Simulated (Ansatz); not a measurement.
Run this with the Ansatz DFT code, driven from Python and show what comes out.

`tae_ch8si3.py`
```python
# -*- coding: utf-8 -*-
"""Atomisation energy of CH8Si3 at the given geometry."""

from collections import Counter

import ansatz as az


def energy_of(molecule, charge=0, unpaired=0):
    calc = molecule.calculation().basis(gaussian="def2-TZVPP").functional("B3LYP", dispersion="d4")
    if charge:
        calc = calc.charge(charge)
    if unpaired:
        calc = calc.spin("collinear", total=unpaired)
    return calc.run(threads=1).report["free_energy_ev"]

geometry_ang = [
    ("C", (-0.9229, 1.3647, -0.8164)),
    ("Si", (-0.7188, 0.1335, 0.4423)),
    ("Si", (1.4017, -0.2306, 0.9958)),
    ("Si", (0.3999, -1.7205, -0.2717)),
    ("H", (-1.9001, 1.2352, -1.3981)),
    ("H", (-1.0394, 2.4249, -0.3873)),
    ("H", (-0.1372, 1.4446, -1.5635)),
    ("H", (-1.7011, -0.0011, 1.5069)),
    ("H", (1.6776, -0.5936, 2.4717)),
    ("H", (2.4324, 0.6308, 0.3381)),
    ("H", (0.657, -1.7539, -1.6961)),
    ("H", (-0.0721, -2.989, 0.4123)),
]
molecule = az.Crystal.molecule()
for symbol, xyz in geometry_ang:
    molecule = molecule.atom(symbol, xyz)

# Hund ground states
unpaired = {"C": 2, "Si": 2, "H": 1}
counts = Counter(site.symbol for site in molecule.cartesian_sites)
atom_energy = {s: energy_of(az.Crystal.molecule().atom(s, (0, 0, 0)), 0, unpaired[s]) for s in counts}
whole = energy_of(molecule, 0, 0)
for s, e in atom_energy.items():
    print(f"{s:2s} x{counts[s]}  {e:14.5f} eV")
print(f"CH8Si3: {whole:.5f} eV")
split = sum(counts[s] * e for s, e in atom_energy.items()) - whole
print(f"atomisation energy (no zero-point term): {96.485332 * split:.1f} kJ/mol, {split / sum(counts.values()):.3f} eV an atom")
```

```console
$ python tae_ch8si3.py
C  x1     -1030.20887 eV
Si x3     -7874.75980 eV
H  x8       -13.66431 eV
CH8Si3: -24802.31479 eV
atomisation energy (no zero-point term): 3715.8 kJ/mol, 3.209 eV an atom
```

3715.8 kJ/mol from the electronic energies, without the zero-point term.

What to keep in mind:
- Total energies depend on the basis set; only differences at equal settings carry meaning.
- The geometry is a force-field or estimated start, not a minimum of this method, and the basis set is short of its limit. All parts are taken at fixed geometry, without zero-point energy.
- b3lyp holds the VWN-RPA fit, as in Gaussian; the form of ORCA and Turbomole is b3lyp5.
- It ran for 12 s on 1 thread of Arm Neoverse V1 (shared host), peak memory 0.63 GiB.
